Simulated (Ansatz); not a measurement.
**SiGePH (singlet): wave-function methods side by side at a displaced geometry (v1), cc-pVDZ**

One table from this session's results is given with a row withheld; the runs are named, their logs left out.

Program: Ansatz 0.2.0, Gaussian basis. Level of theory: cc-pVDZ, core rule «outside noble gas», up to 24 orbitals frozen. These are calculated values, not measurements.

Plan: UHF; CCSD(T) on RHF; BCCD(T) on RHF; CISD; CCSDT(Q) on RHF; CASSCF and MRCISD+Q, 8 electrons in 8 orbitals; CASSCF and NEVPT2, 8 electrons in 8 orbitals.

19 further runs of the same task are left out: 8 that didn't finish, 11 set aside as unsound or not needed. Runs told in other sessions of the task aren't counted.

### The system

The geometry is a PBE0/def2-TZVP stationary point (not a proven minimum) with its atoms shifted at random (size 0.040 Å). No spin-orbit coupling is included. The filled d shell of Ge may be among the frozen orbitals whatever the setting's name suggests.

4 atoms, charge 0, spin multiplicity 1.

Atoms are counted from 1 here; the program's logs count them from 0.

Bond lengths: P1–Ge2 2.227 Å, P1–Si3 2.074 Å, P1–H4 1.394 Å, Ge2–Si3 2.511 Å. Angles: Ge2–P1–Si3 71.3°, Ge2–P1–H4 146.1°, Si3–P1–H4 142.5°, P1–Ge2–Si3 51.5°, P1–Si3–Ge2 57.2°.

Set-up of the first run:

The input, in.yaml:

```yaml
crystal:
  periodic: [false, false, false]
  atoms:
    - {symbol: P, position_ang: [-0.009096, 1.038345, 0.956228]}
    - {symbol: Ge, position_ang: [-0.009929, -0.091505, -0.963196]}
    - {symbol: Si, position_ang: [0.038035, -0.990774, 1.380655]}
    - {symbol: H, position_ang: [-0.064742, 2.293686, 1.559766]}
basis:
  gaussian: {orbitals: cc-pVDZ}
magnetization: {spin_polarized: true, initial_magnetization: 0}
hamiltonian: {xc: hf}
output: {orbitals: {seedname: orbitals}}
```

Launch:

```sh
$ ansatz run in.yaml --threads 1 --pin off --events-out ev --progress --plain --max-ram 2393MiB
```

Among the steps run: UHF; CCSD(T) on RHF; BCCD(T) on RHF; CISD; CCSDT(Q) on RHF; CASSCF and MRCISD+Q, 8 electrons in 8 orbitals; CASSCF and NEVPT2, 8 electrons in 8 orbitals.

One of the session's tables, all rows but one given; the rest of the session is left out.

It belongs to the step «Misses and costs». 

| method | from RCCSDT(Q) (kJ/mol) |
| --- | --- |
| RHF | +863.4 |
| RMP2 | +139.2 |
| CISD | +155.7 |
| RCCSD | +50.9 |
| RCCSD(T) | +7.2 |
| BCCD(T) | ? |
| RCCSDT | +4.3 |
| RCCSDT(Q) | 0 |
| CASSCF frontier | +699.9 |
| NEVPT2 frontier | +141.3 |
| MRCISD frontier | +100.2 |
| MRCISD+Q frontier | +15.7 |

Q: Estimate the row for BCCD(T) from the others.

The run gave: from RCCSDT(Q) (kJ/mol): +6.7. In the column «from RCCSDT(Q) (kJ/mol)» it lies between RCCSDT (+4.3) and RCCSD(T) (+7.2).
